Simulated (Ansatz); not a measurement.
# HfN: the cost of one run

Program: Ansatz 0.2.0. Level of theory: DFT LDA, scalar-relativistic, plane waves, PAW. These are calculated values, not measurements.

1 further run of the same task is left out (set aside as unsound or not needed).

### Step 1. The structure to begin with

It takes space group Fm-3m (No. 225, cubic). The conventional cell has a = 4.469 Å, b = 4.469 Å, c = 4.469 Å, α = 90.00°, β = 90.00°, γ = 90.00°. Hf (site symmetry m-3m) is surrounded by 6 N at 2.23 Å. N (site symmetry m-3m) has 6 Hf at 2.23 Å as nearest neighbours.

Coordinates:

```cif
data_structure
_symmetry_space_group_name_H-M 'P 1'
_symmetry_Int_Tables_number 1
_cell_length_a 3.1599
_cell_length_b 3.1599
_cell_length_c 3.1599
_cell_angle_alpha 60.000
_cell_angle_beta 60.000
_cell_angle_gamma 60.000
_cell_volume 22.31
loop_
_atom_site_label
_atom_site_type_symbol
_atom_site_fract_x
_atom_site_fract_y
_atom_site_fract_z
_atom_site_occupancy
Hf1 Hf 0.00000 0.00000 0.00000 1
N1 N 0.50000 0.50000 0.50000 1
```

It is the result of an earlier relaxation at this level (volume 11.15 Å³/atom; gap on the mesh: none (metal)).

### Step 2. The cell under 25 GPa

What is minimised here is the enthalpy; the energy can go up as the cell is squeezed.

The input, input.yaml:

```yaml
crystal:
  lattice:
    - [0.0, 2.2343731849, 2.2343731849]
    - [2.2343731849, 0.0, 2.2343731849]
    - [2.2343731849, 2.2343731849, 0.0]
  atoms:
    - { symbol: Hf, position: [0.0, 0.0, 0.0] }
    - { symbol: "N", position: [0.5, 0.5, 0.5] }
basis:
  ecutwfc: 420
kpoints:
  mp_grid: { grid: [16, 16, 16] }
hamiltonian:
  xc: lda
scf:
  occupations: { method: fermi_dirac, width: 0.15 }
output:
  forces: true
  stress: true
  eigenvalues: true
relax:
  adjacent_minimum: "off"
  f_tol: 0.001
  max_steps: 60
  cell: { stress_tol: 0.02, p_target: 25.0 }
```

Command:

```
$ ansatz run input.yaml --threads 1 --pin off --max-ram 3072MiB --backend cpu --events-out ev --progress --plain --runs-dir out
```

Q: Estimate wall time and peak memory on 1 thread of AMD EPYC 9R45 (Zen 5), shared host.

About 10 s, with a peak of 0.42 GiB.
